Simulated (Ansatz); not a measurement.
# BBrH3OSi radical: basis-set convergence

How large a basis does BBrH3OSi radical need? Two functionals are run in growing sets.

Computed with Ansatz 0.2.0, Gaussian basis. Level: one geometry, several basis sets.

Levels to be run: PBE0-D4/def2-SVP; ωB97M-V/def2-SVP; PBE0-D4/def2-QZVPP; ωB97M-V/def2-QZVPP; the functionals' def2-TZVPP values are taken from earlier runs.

**1. The relaxed structure**

An earlier PBE0-D4 in a triple-zeta def2 set relaxation fixed the geometry.

7 atoms, charge 0, spin multiplicity 2.

Atoms are counted from 1 here; the program's logs count them from 0.

Bond lengths: Si1–O2 1.677 Å, Si1–H5 1.480 Å, Si1–H6 1.478 Å, Si1–H7 1.480 Å, O2–B3 1.316 Å, B3–Br4 1.934 Å. Angles: O2–Si1–H5 109.0°, O2–Si1–H6 105.7°, O2–Si1–H7 109.0°, H5–Si1–H6 111.0°, H5–Si1–H7 111.0°, H6–Si1–H7 111.0°, Si1–O2–B3 135.5°, O2–B3–Br4 124.7°.

**2. PBE0-D4 in def2-SVP**

Contents of in.yaml:

```yaml
crystal:
  periodic: [false, false, false]
  atoms:
    - {symbol: Si, position_ang: [0.147356, 0.893463, -0.014552]}
    - {symbol: O, position_ang: [-0.619925, -0.365439, 0.784822]}
    - {symbol: B, position_ang: [-0.696596, -1.669645, 0.627005]}
    - {symbol: Br, position_ang: [0.183360, -2.661939, -0.781144]}
    - {symbol: H, position_ang: [-0.341588, 0.946544, -1.410838]}
    - {symbol: H, position_ang: [-0.221322, 2.120332, 0.722856]}
    - {symbol: H, position_ang: [1.610014, 0.668684, 0.026051]}
basis:
  gaussian: {orbitals: def2-SVP}
magnetization: {spin_polarized: true, initial_magnetization: 1}
hamiltonian: {xc: pbe0, dispersion: d4}
output: {orbitals: {seedname: orbitals}}
```

Command:

```bash
ansatz run in.yaml --threads 4 --pin off --events-out ev --progress --plain --max-ram 10444MiB
```

Further steps of the session: ωB97M-V in def2-SVP; PBE0-D4 in def2-QZVPP; ωB97M-V in def2-QZVPP.

Before running them: what should the planned runs give, taken together? Wanted: PBE0-D4: double and triple zeta above quadruple; ωB97M-V: double and triple zeta above quadruple.

**Answer**, as computed:

```
                                       quantity           value
PBE0-D4: double and triple zeta above quadruple  16.41, 1.87 eV
ωB97M-V: double and triple zeta above quadruple  16.38, 1.78 eV
```

In words: For PBE0-D4 the step from double to triple zeta gains 14.55 eV and the next only 1.87 eV. These are total energies; as a rule much of such shifts cancels in differences, which this series doesn't test.
